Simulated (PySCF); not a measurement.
# C16H31N2: the cost of one run

Programs: PySCF 2.14.0, with routines of our own; each step states its level. All values are computed. Atoms count from 0.

### 1 The starting structure

49 atoms, charge 1, multiplicity 1; geometry from: GFN2-xTB.

### 2 Electronic excitations: TDDFT B3LYP/6-31G*

Job settings and geometry (Å):

```
{"job": {"kind": "uv", "basis": "6-31G*", "grid": 1, "kgrid": 0, "vcut": 1.0, "nstates": 1, "ntriplets": 0, "tda": false, "delta": [], "pop": false, "xc": "B3LYP"}, "charge": 1, "multiplicity": 1}
C     -8.267422     0.046985     0.452138
C     -7.455948    -0.256599    -0.802074
C     -6.015213    -0.672868    -0.503211
C     -5.174354     0.443178     0.113331
C     -3.716483     0.021654     0.287924
C     -2.874299     1.138116     0.901865
C     -1.435645     0.723743     1.214920
C     -0.604922     0.419595    -0.030878
C      0.854686     0.131678     0.320973
C      1.680392    -0.174753    -0.927270
C      3.116597    -0.610043    -0.630391
C      3.936087     0.528542    -0.011197
N      5.325097     0.158068     0.135447
C      5.874563    -0.463637     1.214015
C      7.188756    -0.684325     0.931892
N      7.420731    -0.196869    -0.318292
C      8.688935    -0.217887    -0.996911
C      6.278479     0.304306    -0.781121
H     -7.882270     0.924742     0.964666
H     -8.237234    -0.796635     1.138776
H     -9.305774     0.237997     0.191109
H     -7.943172    -1.068394    -1.347586
H     -7.450834     0.621266    -1.452547
H     -5.544781    -0.991087    -1.437382
H     -6.023593    -1.532465     0.171235
H     -5.583561     0.716982     1.086845
H     -5.220141     1.325564    -0.529557
H     -3.672453    -0.859219     0.933156
H     -3.310097    -0.256067    -0.686613
H     -2.864102     1.996942     0.226749
H     -3.347373     1.458534     1.832935
H     -0.954289     1.535372     1.767272
H     -1.448058    -0.155475     1.863357
H     -1.023075    -0.444530    -0.547893
H     -0.650404     1.272777    -0.711446
H      0.895080    -0.721129     1.002281
H      1.264404     0.999612     0.842204
H      1.695921     0.702069    -1.577505
H      1.192787    -0.981577    -1.476227
H      3.592983    -0.921876    -1.562382
H      3.108362    -1.465957     0.046642
H      3.543499     0.774105     0.975857
H      3.875617     1.412699    -0.649098
H      5.312065    -0.695389     2.095296
H      7.955437    -1.141848     1.523886
H      8.599226     0.267638    -1.966003
H      9.021866    -1.246574    -1.141602
H      9.438881     0.306007    -0.403098
H      6.146476     0.762901    -1.742407
```

Level: TDDFT B3LYP/6-31G*, vertical, gas phase, core orbitals frozen in the response, virtual orbitals cut by energy.

On the command line:

```sh
$ OMP_NUM_THREADS=1 python large_run.py task.json out
```

The driver reads the jobs from task.json and runs them one after another.

Q: Estimate the wall time and peak memory of this first job on 1 thread of AMD EPYC 7R43, shared host.

About 26 s, with a peak of 0.58 GiB.
